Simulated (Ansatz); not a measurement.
# ClGaH₂O: single points off equilibrium

One table from this session's results is given with a row withheld; the runs are named, their logs left out.

The runs use Ansatz 0.2.0, Gaussian basis; single points in def2-TZVPP.

Cores are frozen in the correlated methods. Filled d shells of the heavier atoms are correlated.

## Where the work starts

SMILES `[OH][GaH][Cl]`, 5 atoms, charge 0, spin multiplicity 1.

Atoms are counted from 1 here; the program's logs count them from 0.

Bond lengths: O1–Ga2 1.704 Å, O1–H4 0.963 Å, Ga2–Cl3 2.086 Å, Ga2–H5 1.554 Å. Angles: Ga2–O1–H4 143.5°, O1–Ga2–Cl3 120.5°, O1–Ga2–H5 107.5°, Cl3–Ga2–H5 132.0°.

Geometry (Å):

```xyz
5
charge 0, multiplicity 1
O    -1.0345    0.4125   -0.3759
Ga    0.5333    0.0476    0.1827
Cl    1.1080   -1.9324    0.5017
H    -1.8546    0.0186   -0.6911
H     1.2972    1.3907    0.3448
```

The first run:

run/in.yaml

```yaml
crystal:
  periodic: [false, false, false]
  atoms:
    - {symbol: O, position_ang: [-1.034500, 0.412500, -0.375900]}
    - {symbol: Ga, position_ang: [0.533300, 0.047600, 0.182700]}
    - {symbol: Cl, position_ang: [1.108000, -1.932400, 0.501700]}
    - {symbol: H, position_ang: [-1.854600, 0.018600, -0.691100]}
    - {symbol: H, position_ang: [1.297200, 1.390700, 0.344800]}
basis:
  gaussian: {orbitals: def2-TZVPP}
correlation: {method: ccsd_t}
output: {forces: true}
```

The command line of these runs was not kept.

Among the steps run: CCSD(T)/def2-TZVPP; PBE0-D4/def2-TZVPP; wB97M-V/def2-TZVPP; r2SCAN-D4/def2-TZVPP; PBE-D4/def2-TZVPP; BLYP-D4/def2-TZVPP; wB97X-V/def2-TZVPP.

One table of the session follows, with a row left open; its other results are not shown here.

| method | RMS force component (eV/Å) | angle to CCSD(T) forces (°) | dipole (D) |
| --- | --- | --- | --- |
| CCSD(T) | 0.830 | reference | 0.70 |
| PBE0-D4 | ? | ? | ? |
| wB97M-V | 0.839 | 3.1 | 0.71 |
| r2SCAN-D4 | 0.770 | 2.8 | 0.80 |
| PBE-D4 | 0.839 | 13.6 | 0.81 |
| BLYP-D4 | 0.948 | 15.4 | 0.77 |
| wB97X-V | 0.807 | 3.1 | 0.74 |

**Question.** Estimate the row for PBE0-D4.

As computed: RMS force component (eV/Å): 0.797; angle to CCSD(T) forces (°): 2.6; dipole (D): 0.73. In the column «RMS force component (eV/Å)» it lies between r2SCAN-D4 (0.770) and wB97X-V (0.807).
